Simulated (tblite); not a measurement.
# C7H12BFO: the cost of one run

Programs: tblite 0.8.0 and PySCF 2.14.0, with density-fitted response routines of our own. Each step states its level of theory. These are calculated values for one molecule in the gas phase, unless marked as measured. Atoms count from 0, in the outputs and in this text.

### Step 1. Starting geometry

22 atoms, charge 0, multiplicity 1; geometry from: force field or distance geometry start.

Bonds of the start (Å): C0–C1 1.53, C1–C2 1.54, C2–C3 1.54, C3–B4 1.60, B4–F5 1.44, B4–C6 1.61, C6–C7 1.54, C7–C8 1.51, C8–O9 1.22, C8–C2 1.52, C0–H10 1.12, C0–H11 1.10, C0–H12 1.11, C1–H13 1.11, C1–H14 1.12, C2–H15 1.12, C3–H16 1.11, C3–H17 1.12, C6–H18 1.11, C6–H19 1.11, C7–H20 1.11, C7–H21 1.12.

### Step 2. Geometry optimisation with GFN2-xTB

The job: settings as JSON, then the geometry in Å.

```
{"job": {"kind": "relax", "xc": "GFN2-xTB", "basis": "xTB"}, "charge": 0, "multiplicity": 1}
C      2.553900     0.234900    -0.887000
C      1.532600    -0.488200    -0.007900
C      0.535700     0.467600     0.666900
C     -0.372400    -0.265000     1.672300
B     -1.544200    -1.083100     0.960700
F     -1.649500    -2.517900     1.074400
C     -2.352900    -0.289800    -0.176400
C     -1.387000     0.434900    -1.124800
C     -0.317200     1.184200    -0.374100
O     -0.116300     2.362300    -0.626900
H      2.030900     0.708800    -1.752500
H      3.286200    -0.491200    -1.273800
H      3.075900     1.018300    -0.293400
H      1.011700    -1.260400    -0.605900
H      2.102800    -1.017400     0.796700
H      1.104800     1.230500     1.248200
H     -0.846400     0.476000     2.357000
H      0.226600    -0.967900     2.312300
H     -2.992300    -0.998300    -0.735600
H     -3.004100     0.454600     0.331400
H     -0.911100    -0.304200    -1.795800
H     -1.977900     1.130500    -1.766800
```

Run with:

```console
OMP_NUM_THREADS=1 python probes_run.py task.json out
```

The driver reads the jobs from task.json and runs them one after another.

Q: Estimate the wall time of this first job on 1 thread of Arm Neoverse N1, shared host.

About 1.2 s.
